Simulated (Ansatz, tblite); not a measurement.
# C14H8N2: rung by rung

An exercise on one series of results from a longer session: the logs are not shown, and one member is left open.

The runs use Ansatz 0.2.0, Gaussian basis; as each input shows.

Levels to be run: GFN1-xTB, GFN2-xTB, PBE-D4/def2-TZVP, r2SCAN-D4/def2-TZVP, PBE-D4/def2-SVP, PBE0-D4/def2-SVP, HF/STO-3G, HF/6-31G, B3LYP-D4/6-31G, MP2/def2-SVP.

4 further runs of the same task are left out: 4 that didn't finish.

## The structure

The singlet was relaxed beforehand with PBE-D4/def2-SVP.

SMILES `N#Cc1ccccc1-c1ccccc1C#N`, 24 atoms, charge 0, spin multiplicity 1.

Bond lengths: N1–C2 1.174 Å, C2–C3 1.435 Å, C3–C4 1.414 Å, C3–C8 1.425 Å, C4–C5 1.398 Å, C4–H17 1.099 Å, C5–C6 1.403 Å, C5–H18 1.100 Å, C6–C7 1.401 Å, C6–H19 1.100 Å, C7–C8 1.409 Å, C7–H20 1.099 Å, C8–C9 1.485 Å, C9–C10 1.409 Å, C9–C14 1.425 Å, C10–C11 1.401 Å, C10–H21 1.099 Å, C11–C12 1.403 Å and more. Angles: N1–C2–C3 178.7°, C2–C3–C4 118.5°, C2–C3–C8 121.1°, C4–C3–C8 120.3°, C3–C4–C5 120.3°, C3–C4–H17 118.9°, C5–C4–H17 120.8°, C4–C5–C6 119.8°, C4–C5–H18 119.8°, C6–C5–H18 120.4°, C5–C6–C7 120.2°, C5–C6–H19 120.2°, C7–C6–H19 119.5°, C6–C7–C8 121.3°, C6–C7–H20 119.7°, C8–C7–H20 119.0°, C3–C8–C7 118.1°, C3–C8–C9 121.3° and more.

PBE0-D4/def2-TZVP was run before; its log isn't repeated, and its numbers join the tables.

Set-up of the first run:

Tight binding, by tblite at 300 K electronic temperature and without a spin-polarisation term:

```python
tblite.interface.Calculator('GFN1-xTB', numbers, positions, charge=0, uhf=0).singlepoint()
```

Tight binding, by tblite at 300 K electronic temperature and without a spin-polarisation term:

```python
tblite.interface.Calculator('GFN2-xTB', numbers, positions, charge=0, uhf=0).singlepoint()
```

start.molden holds the orbitals of an earlier run on this state, given as this run's starting guess.

Input file in.yaml:

```yaml
crystal:
  periodic: [false, false, false]
  atoms:
    - {symbol: N, position_ang: [-0.605540, 2.047775, 2.768363]}
    - {symbol: C, position_ang: [-1.032121, 1.378732, 1.902710]}
    - {symbol: C, position_ang: [-1.582488, 0.566582, 0.855719]}
    - {symbol: C, position_ang: [-2.988028, 0.508708, 0.714253]}
    - {symbol: C, position_ang: [-3.563099, -0.246022, -0.312631]}
    - {symbol: C, position_ang: [-2.739630, -0.950753, -1.204184]}
    - {symbol: C, position_ang: [-1.346447, -0.898261, -1.069312]}
    - {symbol: C, position_ang: [-0.738547, -0.147165, -0.044330]}
    - {symbol: C, position_ang: [0.739740, -0.114814, 0.093679]}
    - {symbol: C, position_ang: [1.352144, -0.433603, 1.321612]}
    - {symbol: C, position_ang: [2.745506, -0.421739, 1.464072]}
    - {symbol: C, position_ang: [3.564506, -0.085007, 0.375343]}
    - {symbol: C, position_ang: [2.984825, 0.238980, -0.855058]}
    - {symbol: C, position_ang: [1.579194, 0.226781, -1.006474]}
    - {symbol: C, position_ang: [1.023681, 0.596770, -2.276688]}
    - {symbol: N, position_ang: [0.592640, 0.900500, -3.325924]}
    - {symbol: H, position_ang: [-3.616410, 1.077075, 1.414463]}
    - {symbol: H, position_ang: [-4.657446, -0.284619, -0.416533]}
    - {symbol: H, position_ang: [-3.184198, -1.549334, -2.013156]}
    - {symbol: H, position_ang: [-0.710162, -1.461943, -1.766419]}
    - {symbol: H, position_ang: [0.719379, -0.710557, 2.176790]}
    - {symbol: H, position_ang: [3.193590, -0.680683, 2.434912]}
    - {symbol: H, position_ang: [4.658995, -0.074091, 0.484282]}
    - {symbol: H, position_ang: [3.609946, 0.516690, -1.715490]}
basis:
  gaussian: {orbitals: def2-TZVP, initial_orbitals: start.molden}
hamiltonian: {xc: pbe, dispersion: d4}
scf: {omitted_lower_state_checks: [starts]}
output: {orbitals: {seedname: orbitals}}
```

The run is started by

```console
> ansatz run in.yaml --threads 4 --pin off --events-out ev --progress --plain --max-ram 6963MiB
```

Steps of the session up to this table: PBE-D4/def2-TZVP; r2SCAN-D4/def2-TZVP; PBE-D4/def2-SVP; PBE0-D4/def2-SVP; HF/STO-3G; HF/6-31G; B3LYP-D4/6-31G; MP2/def2-SVP.

One of the session's tables, all rows but one given; the rest of the session is left out.

It belongs to the step «Binding energy». 

```
              level  binding an atom (eV)
          HF/STO-3G                 4.301
           HF/6-31G                 3.637
        HF/def2-SVP                 3.982
    PBE-D4/def2-SVP                 5.796
   PBE-D4/def2-TZVP                     ?
r2SCAN-D4/def2-TZVP                 5.481
     B3LYP-D4/6-31G                 5.322
   PBE0-D4/def2-SVP                 5.638
  PBE0-D4/def2-TZVP                 5.550
       MP2/def2-SVP                 5.427
```

Q: Estimate the row for PBE-D4/def2-TZVP from the others.

**Answer.** binding an atom (eV): 5.710. In the column «binding an atom (eV)» it lies between PBE0-D4/def2-SVP (5.638) and PBE-D4/def2-SVP (5.796).

To keep in mind: Free atoms were run apart at each level; binding is atoms less cluster, divided by the number of atoms, without zero-point or spin-orbit terms.
